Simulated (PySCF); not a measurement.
**GaF+: bond curves at several levels of theory**

An exercise on one series of results from a longer session: the logs are not shown, and one member is left open.

Computed with PySCF 2.14.0. Level: Ga aug-pcseg-1, F aug-pcseg-1, no relativity.

The first run:

Settings of the job:

```yaml
atoms: Ga, F
charge: 1
basis: Ga aug-pcseg-1, F aug-pcseg-1
Hamiltonian: no relativity
basis_functions: 59
electrons_treated: 39
masses_in_u: 68.9256, 18.9984
levels: PBE0, PBE, r²SCAN, TPSS, B2PLYP, M06-2X, CAM-B3LYP, HF, MP2, SCS-MP2, CCSD, CCSD(T)
grid: 80 radial by 434 angular points
occupations: held fixed by the projection of orbital angular momentum
dissociation_limit: Ga+ + F, each in its ground configuration
starting_distance_in_angstrom: 1.920
values_of_2S_to_try: 1, 3
```

Started as:

```console
> OMP_NUM_THREADS=1 python dia.py task.json out
```

Steps of the session up to this table: The job; The PBE0 curve of the state that the search chose; Higher solutions at PBE0; PBE (GGA); r²SCAN (meta-GGA); TPSS (meta-GGA); B2PLYP (double hybrid); M06-2X; CAM-B3LYP; UHF; Adding correlation.

One of the session's tables, all rows but one given; the rest of the session is left out.

Energy (eV) from each level's lowest point:

```
R (Å)    UHF  UHF-MP2  UHF-SCS-MP2  UHF-CCSD  UHF-CCSD(T)
1.495  1.029    1.209        1.213       n/a          n/a
1.564  0.381    0.501        0.504     0.490        0.514
1.634  0.072    0.132        0.134     0.129        0.144
1.686  0.000    0.015        0.016     0.015        0.023
1.738  0.026    0.000        0.000     0.000        0.000
1.790      ?        ?            ?         ?            ?
1.860  0.326    0.259        0.251     0.209        0.197
1.947  0.601    0.754        0.717     0.460        0.459
2.051  0.779    1.529        1.401     0.777        0.801
2.190  0.820    1.979        1.765       n/a          n/a
```

**Question.** Estimate the row for R (Å) = 1.790.

Worked estimate for «UHF». A straight line through the neighbours (1.738, 0.026) and (1.860, 0.326) gives 0.026 + (0.326 − 0.026) × (1.790 − 1.738) / (1.860 − 1.738) = 0.154; a parabola fitted to 4 rows on both sides gives 0.138.

As computed: UHF: 0.124; UHF-MP2: 0.065; UHF-SCS-MP2: 0.063; UHF-CCSD: 0.057; UHF-CCSD(T): 0.050. In «UHF» the line misses by +0.030 and the parabola by +0.014.
